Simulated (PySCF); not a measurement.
# Ways to converge the SCF of Tl⁻ (triplet)

Do solver options change the result for Tl⁻ (triplet), or only the number of cycles?

Program: PySCF 2.14.0. Level of theory: method and basis as typed in the scripts. These are calculated values, not measurements.

3 further runs of the same task are left out: 1 for a known fault of the program, 2 that didn't finish.

## (1) The atom

Tl⁻ (triplet): 1 atom, charge -1, spin multiplicity 3.

## (2) The run that the others are compared with

Contents of input.py:

```python
from pyscf import gto, dft

mol = gto.M(
    atom='Tl 0 0 0',
    basis='sbkjc',
    ecp={'Tl': 'sbkjc'},
    charge=-1,
    spin=2,
    symmetry=True,
    verbose=4,
)
mf = dft.UKS(mol, xc='bhandhlyp')
mf.kernel()
mf.mulliken_pop()
mf.dip_moment()
print('orbital energies (hartree):', [e[max(0, n-3):n+3].round(4) for e, n in zip(mf.mo_energy, mol.nelec)])
```

The run is started by

```console
$ OMP_NUM_THREADS=1 python input.py
```

Its log is not repeated here.

Base result: E(SCF) = -172.531643 Eh, 9 cycles, ⟨S²⟩ = 2.002.

The triplet is typed in the script; nothing here shows that it is the ground state.

## (3) Damping 0.95

Edit 1 changes damping: none → 0.95.

Contents of input.py:

```python
from pyscf import gto, dft

mol = gto.M(
    atom='Tl 0 0 0',
    basis='sbkjc',
    ecp={'Tl': 'sbkjc'},
    charge=-1,
    spin=2,
    symmetry=True,
    verbose=4,
)
mf = dft.UKS(mol, xc='bhandhlyp')
mf.damp = 0.95
mf.diis_start_cycle = 8
mf.kernel()
mf.mulliken_pop()
mf.dip_moment()
print('orbital energies (hartree):', [e[max(0, n-3):n+3].round(4) for e, n in zip(mf.mo_energy, mol.nelec)])
```

The run is started by

```console
$ OMP_NUM_THREADS=1 python input.py
```

## (4) Convergence threshold 1e-16 hartree

Edit 2 changes convergence threshold: default → 1e-16 hartree.

input.py, as its differences from that of step 2:

```diff
@@ -12,2 +12,3 @@
 mf = dft.UKS(mol, xc='bhandhlyp')
+mf.conv_tol = 1e-16
 mf.kernel()
```

## (5) Convergence threshold 1e-11 hartree

Edit 3 changes convergence threshold: default → 1e-11 hartree.

input.py, as its differences from that of step 2:

```diff
@@ -12,2 +12,3 @@
 mf = dft.UKS(mol, xc='bhandhlyp')
+mf.conv_tol = 1e-11
 mf.kernel()
```

## (6) Smearing width 0.005 hartree

Edit 4 changes smearing width: none → 0.005 hartree.

input.py, as its differences from that of step 2:

```diff
@@ -1,2 +1,2 @@
-from pyscf import gto, dft
+from pyscf import gto, dft, scf
 
@@ -12,2 +12,3 @@
 mf = dft.UKS(mol, xc='bhandhlyp')
+mf = scf.addons.smearing_(mf, sigma=0.005, method='fermi')
 mf.kernel()
```

What does the calculation give? Wanted: for each run, E(SCF); from base; gap, α spin.

**Answer**, as computed:

```
                                run  E(SCF) (hartree)  from base (eV)  cycles  gap, α spin (eV)
                               base       -172.531643               0       9              2.73
                       damping 0.95       -172.531643          0.0000      15              2.73
convergence threshold 1e-16 hartree       -172.531643          0.0000      14              2.73
convergence threshold 1e-11 hartree       -172.531643          0.0000      10              2.73
       smearing width 0.005 hartree       -172.451707  not comparable       8               n/a
```

Distance from each run's final energy (log10 hartree) by cycle:

```
                                run  cycle 1  cycle 2  cycle 3  cycle 5  cycle 8  cycle 12
                               base      1.0      0.5     -0.4     -3.7     -9.8      done
                       damping 0.95      1.0      0.3      0.2     -0.1     -0.6      -6.6
convergence threshold 1e-16 hartree      1.0      0.5     -0.4     -3.7     -9.8     < -11
convergence threshold 1e-11 hartree      1.0      0.5     -0.4     -3.7     -9.8      done
       smearing width 0.005 hartree      1.0      0.5     -0.4     -3.5    < -11      done
```

The highest filled level of this anion is positive: the basis lacks diffuse functions or the electron is not bound, so these numbers hang on the basis. With damping 0.95 or convergence threshold 1e-16 hartree or convergence threshold 1e-11 hartree the SCF ends at the base energy. The base needs 9 cycles and the run with damping 0.95 needs 15.
